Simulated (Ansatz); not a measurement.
# Al3Si2B: the cost of one run

Computed with Ansatz 0.2.0 (DFT PBE, scalar-relativistic, plane waves, PAW, unless a step's input says otherwise).

1 further run of the same task is left out (it didn't finish).

**1. The system as given**

It takes space group R-3m (No. 166, trigonal). The conventional cell has a = 4.854 Å, b = 4.854 Å, c = 12.297 Å, α = 90.00°, β = 90.00°, γ = 120.00°. Al (site symmetry 2/m) has 4 Al at 2.43 Å and 2 B at 2.48 Å and 6 Si at 2.86 to 2.95 Å as nearest neighbours. Si (site symmetry 3m) is surrounded by 3 B at 2.85 Å and 9 Al at 2.86 to 2.95 Å and 4 Si at 3.00 to 3.02 Å. B (site symmetry -3m) has 6 Al at 2.48 Å as nearest neighbours.

Coordinates:

```xyz
6
Lattice="2.4268 1.4011 4.0991 -2.4268 1.4011 4.0991 0.0000 -2.8022 4.0991" Properties=species:S:1:pos:R:3 pbc="T T T"
Al    1.2134   -0.7006    4.0991
Al   -1.2134   -0.7006    4.0991
Al    0.0000    1.4011    4.0991
Si    0.0000    0.0000    1.5085
Si    0.0000    0.0000   10.7888
B     0.0000    0.0000    6.1487
```

Recipe of the guess: species swapped into a database cell of Er2Fe3Cu (R-3m, No. 166), with Si on the Er sites, Al on the Fe sites and B on the Cu sites. The dimensions are guesses.

**2. The guess as it stands, on a coarse mesh**

Contents of input.yaml:

```yaml
crystal:
  lattice:
    - [2.42680297, 1.40111535, 4.09910557]
    - [-2.42680297, 1.40111535, 4.09910557]
    - [0.0, -2.8022307, 4.09910557]
  atoms:
    - { symbol: Al, position: [0.5, 0.0, 0.5] }
    - { symbol: Al, position: [0.0, 0.5, 0.5] }
    - { symbol: Al, position: [0.5, 0.5, 0.0] }
    - { symbol: Si, position: [0.122673, 0.122673, 0.122673] }
    - { symbol: Si, position: [0.877327, 0.877327, 0.877327] }
    - { symbol: B, position: [0.5, 0.5, 0.5] }
basis:
  ecutwfc: 420
kpoints:
  mp_grid: { grid: [6, 6, 6] }
hamiltonian:
  xc: pbe
scf:
  occupations: { method: gaussian, width: 0.1 }
  lower_state_search: "off"
output:
  forces: true
  stress: true
  eigenvalues: true
```

Run with:

```console
ansatz run input.yaml --threads 1 --pin off --max-ram 2560MiB --backend cpu --events-out ev --progress --plain --runs-dir out
```

Q: Estimate wall time and peak memory on 1 thread of Arm Neoverse V2, shared host.

About 2.4 s, with a peak of 0.34 GiB.
